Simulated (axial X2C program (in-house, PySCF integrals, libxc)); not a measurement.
# BrGaBr⁻: bond lengths and stretches, held linear

The task here is to estimate one member of a computed series from the others.

Program: an in-house X2C program for linear molecules on PySCF integrals. Level of theory: all-electron X2C, two-component (2c) or spin-free, Br dyall-av3z, Ga dyall-v3z. These are calculated values, not measurements.

All values are calculated.

2 further runs of the same task are left out: 2 set aside as unsound or not needed.

Set-up of the first run:

task.json reads:

```json
{"zs": [35, 31, 35], "q": -1, "bas": ["dyall-av3z", "dyall-v3z", "dyall-av3z"], "r0": [2.38, 2.38], "symm": 1, "scan": ["PBE0", "HF", "r2SCAN"], "levels": ["PBE0", "HF", "BHandHLYP"], "nst": 2}
```

Keys: zs atomic numbers; q charge; bas basis sets; r0 starting distance in Å; symm equal bonds; scan levels of the two-bond scan (MP2 follows by itself at each HF point); levels methods; nst determinants followed.

On the command line:

```console
$ python solin.py task.json out
```

Masses Br 78.918, Ga 68.926, Br 78.918 u.

Steps of the session up to this table: Scan at PBE0, 2c; Scan at HF, 2c; Scan at r2SCAN, 2c.

One of the session's tables, all rows but one given; the rest of the session is left out.

```
            level  r(Br–Ga) (Å)  r(Ga–Br) (Å)  lower stretch (cm⁻¹)  upper stretch (cm⁻¹)
         PBE0, 2c         2.773         2.773                 110.2                 118.0
           HF, 2c             ?             ?                     ?                     ?
       r2SCAN, 2c         2.764         2.764                 110.4                 114.4
          MP2, 2c         2.759         2.759                 110.5                 114.5
  PBE0, spin-free         2.772         2.772                 110.2                 118.0
    HF, spin-free         2.899         2.899                  53.3                 104.5
r2SCAN, spin-free         2.763         2.763                 110.5                 114.5
   MP2, spin-free         2.758         2.758                 110.6                 114.5
```

**Question.** Estimate the row for HF, 2c.

**Answer.** r(Br–Ga) (Å): 2.900; r(Ga–Br) (Å): 2.900; lower stretch (cm⁻¹): 53.2; upper stretch (cm⁻¹): 104.4. In the column «r(Br–Ga) (Å)» it is the highest.

Scans not shown above were run alike.

To keep in mind: For an anion the highest level of a functional can be positive, and the basis then holds the extra electron. The molecule was held linear; bending was not examined, so a bent shape may lie lower.
